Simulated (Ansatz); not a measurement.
# BrH2OSi: the cost of one run

Program: Ansatz 0.2.0. Level of theory: RKS PBE0-D4/def2-TZVPD. These are calculated values, not measurements.

## (1) Where the work starts

SMILES `O[SiH-]Br`, 5 atoms, charge -1, spin multiplicity 1.

Atoms are counted from 1 here; the program's logs count them from 0.

Bond lengths: O1–Si2 1.771 Å, O1–H4 0.973 Å, Si2–Br3 2.532 Å, Si2–H5 1.573 Å. Angles: Si2–O1–H4 111.9°, O1–Si2–Br3 98.9°, O1–Si2–H5 97.1°, Br3–Si2–H5 89.0°.

As a file:

```xyz
5

O    -1.01303   -0.66292   -0.57834
Si    0.63375   -0.04441   -0.78118
Br    1.51439   -0.50415    1.54738
H    -1.47542   -0.22743    0.15845
H     0.34030    1.43893   -0.34631
```

This geometry comes from a loose relaxation at PBE in a small basis, which is not shown.

## (3) The grid

The axes are (1) umbrella angle at Si2 (between each of its bonds and their common axis; 90 is planar): 9 values from 46.8 to 133.2 °; (2) change of the bonds Si2–O1, Si2–Br3, Si2–H5, all alike: 9 values from −0.211 to 0.326 Å.

Nothing else is relaxed (all other coordinates rigid). Energies count from the relaxed molecule at the same level. Points are written as (first, second).

(The set-up runs are not shown.)

## (4) The run at (111.6°, −0.077 Å)

Contents of input.yaml:

```yaml
crystal:
  periodic: [false, false, false]
  atoms:
    - { symbol: O, position_ang: [-0.873773, -0.732886, -0.826071] }
    - { symbol: Si, position_ang: [0.609496, -0.04286, -0.768701] }
    - { symbol: Br, position_ang: [1.76639, -0.630463, 1.262016] }
    - { symbol: H, position_ang: [-1.452334, -0.428883, -0.1231] }
    - { symbol: H, position_ang: [0.49688, 1.416482, -0.576351] }
total_charge: -1
basis:
  gaussian: { orbitals: def2-TZVPD }
hamiltonian:
  xc: pbe0
  dispersion: d4
output:
  forces: true
```

On the command line:

```
$ ansatz run input.yaml --threads 1 --pin off --max-ram 2560MiB --backend cpu --events-out ev --progress --plain --runs-dir out
```

**Question.** How long does this run take on 1 thread of Arm Neoverse V2, shared host, and how much memory does it need?

About 6.5 s, with a peak of 0.33 GiB.
